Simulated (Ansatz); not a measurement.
**Cu: a strain scan**

This session takes Cu and sets out to see how energy and stress answer to the strain pattern (0, 1, 0, 0, 0, 0).

Method: DFT r2SCAN, scalar-relativistic, plane waves, PAW, in Ansatz 0.2.0.

**1. The starting structure**

The structure is tetragonal, space group I4/mmm (No. 139). The conventional cell has a = 2.886 Å, b = 2.886 Å, c = 2.752 Å, α = 90.00°, β = 90.00°, γ = 90.00°. Cu (site symmetry 4/mmm) has 10 Cu at 2.46 to 2.75 Å in its first shell of neighbours.

Coordinates:

```cif
data_structure
_symmetry_space_group_name_H-M 'I4/mmm'
_symmetry_Int_Tables_number 139
_cell_length_a 2.8856
_cell_length_b 2.8856
_cell_length_c 2.7522
_cell_angle_alpha 90.000
_cell_angle_beta 90.000
_cell_angle_gamma 90.000
_cell_volume 22.92
loop_
_atom_site_label
_atom_site_type_symbol
_atom_site_symmetry_multiplicity
_atom_site_Wyckoff_symbol
_atom_site_fract_x
_atom_site_fract_y
_atom_site_fract_z
_atom_site_occupancy
Cu1 Cu 2 a 0.00000 0.00000 0.00000 1
```

It goes back to an entry of the Materials Project, which need not be the stable form.

No relaxation comes first: the listed cell is the starting point.

**2. Zero of energy**

The reference gives a free energy of -6631.2032 eV, pressure 0.29 GPa, largest force 0.000 eV/Å and gap on the mesh none (metal). It was computed beforehand with the settings of the runs below.

**3. Setting up a strain scan**

The cell is strained by ε times the Voigt pattern (0, 1, 0, 0, 0, 0) (xx, yy, zz, yz, xz, xy; engineering shear), with fractional coordinates fixed (clamped ions). The stress on the pattern is the sum of the stress components weighted by it, tension positive.

**4. At ε = -0.1000**

Input file input.yaml:

```yaml
crystal:
  lattice:
    - [-1.44279332, 1.298513988, 1.37608145]
    - [1.44279332, -1.298513988, 1.37608145]
    - [1.44279332, 1.298513988, -1.37608145]
  atoms:
    - { symbol: Cu, position: [0.0, 0.0, 0.0] }
basis:
  ecutwfc: 500
kpoints:
  mp_grid: { grid: [24, 24, 24] }
hamiltonian:
  xc: r2scan
scf:
  occupations: { method: gaussian, width: 0.15 }
output:
  forces: true
  stress: true
  eigenvalues: true
```

Run with:

```console
$ ansatz run input.yaml --threads 1 --pin off --max-ram 2560MiB --backend cpu --events-out ev --progress --plain --runs-dir out
```

**5. Point ε = 0.0750**

input.yaml, as its differences from that of step 4:

```diff
@@ -2,5 +2,5 @@
   lattice:
-    - [-1.44279332, 1.298513988, 1.37608145]
-    - [1.44279332, -1.298513988, 1.37608145]
-    - [1.44279332, 1.298513988, -1.37608145]
+    - [-1.44279332, 1.551002819, 1.37608145]
+    - [1.44279332, -1.551002819, 1.37608145]
+    - [1.44279332, 1.551002819, -1.37608145]
   atoms:
```

**6. Point ε = -0.0500**

input.yaml, as its differences from that of step 5:

```diff
@@ -2,5 +2,5 @@
   lattice:
-    - [-1.44279332, 1.551002819, 1.37608145]
-    - [1.44279332, -1.551002819, 1.37608145]
-    - [1.44279332, 1.551002819, -1.37608145]
+    - [-1.44279332, 1.370653654, 1.37608145]
+    - [1.44279332, -1.370653654, 1.37608145]
+    - [1.44279332, 1.370653654, -1.37608145]
   atoms:
```

**7. ε = 0.0250**

input.yaml, as its differences from that of step 6:

```diff
@@ -2,5 +2,5 @@
   lattice:
-    - [-1.44279332, 1.370653654, 1.37608145]
-    - [1.44279332, -1.370653654, 1.37608145]
-    - [1.44279332, 1.370653654, -1.37608145]
+    - [-1.44279332, 1.478863153, 1.37608145]
+    - [1.44279332, -1.478863153, 1.37608145]
+    - [1.44279332, 1.478863153, -1.37608145]
   atoms:
```

**8. ε = 0.1000**

input.yaml, as its differences from that of step 7:

```diff
@@ -2,5 +2,5 @@
   lattice:
-    - [-1.44279332, 1.478863153, 1.37608145]
-    - [1.44279332, -1.478863153, 1.37608145]
-    - [1.44279332, 1.478863153, -1.37608145]
+    - [-1.44279332, 1.587072652, 1.37608145]
+    - [1.44279332, -1.587072652, 1.37608145]
+    - [1.44279332, 1.587072652, -1.37608145]
   atoms:
```

**9. At ε = -0.0750**

input.yaml, as its differences from that of step 8:

```diff
@@ -2,5 +2,5 @@
   lattice:
-    - [-1.44279332, 1.587072652, 1.37608145]
-    - [1.44279332, -1.587072652, 1.37608145]
-    - [1.44279332, 1.587072652, -1.37608145]
+    - [-1.44279332, 1.334583821, 1.37608145]
+    - [1.44279332, -1.334583821, 1.37608145]
+    - [1.44279332, 1.334583821, -1.37608145]
   atoms:
```

**10. At ε = 0.0500**

input.yaml, as its differences from that of step 9:

```diff
@@ -2,5 +2,5 @@
   lattice:
-    - [-1.44279332, 1.334583821, 1.37608145]
-    - [1.44279332, -1.334583821, 1.37608145]
-    - [1.44279332, 1.334583821, -1.37608145]
+    - [-1.44279332, 1.514932986, 1.37608145]
+    - [1.44279332, -1.514932986, 1.37608145]
+    - [1.44279332, 1.514932986, -1.37608145]
   atoms:
```

**11. Point ε = -0.0250**

input.yaml, as its differences from that of step 10:

```diff
@@ -2,5 +2,5 @@
   lattice:
-    - [-1.44279332, 1.514932986, 1.37608145]
-    - [1.44279332, -1.514932986, 1.37608145]
-    - [1.44279332, 1.514932986, -1.37608145]
+    - [-1.44279332, 1.406723487, 1.37608145]
+    - [1.44279332, -1.406723487, 1.37608145]
+    - [1.44279332, 1.406723487, -1.37608145]
   atoms:
```

**12. At ε = 0.0875**

input.yaml, as its differences from that of step 11:

```diff
@@ -2,5 +2,5 @@
   lattice:
-    - [-1.44279332, 1.406723487, 1.37608145]
-    - [1.44279332, -1.406723487, 1.37608145]
-    - [1.44279332, 1.406723487, -1.37608145]
+    - [-1.44279332, 1.5690377355, 1.37608145]
+    - [1.44279332, -1.5690377355, 1.37608145]
+    - [1.44279332, 1.5690377355, -1.37608145]
   atoms:
```

(Steps that only read results are left out.)

Q: Predict the outcome of this session. Wanted: slope of the stress at ε = 0, over ±0.0250.

**Answer**, as computed:

| quantity | value |
| --- | --- |
| slope of the stress at ε = 0, over ±0.0250 | 150 GPa |

**Reading.** From the stress slope, C22 is about 150 GPa with the ions clamped. The undisturbed cell stays the lowest of the sampled points. Compression costs more than tension: 74.0 against 40.8 meV/atom at the ends.
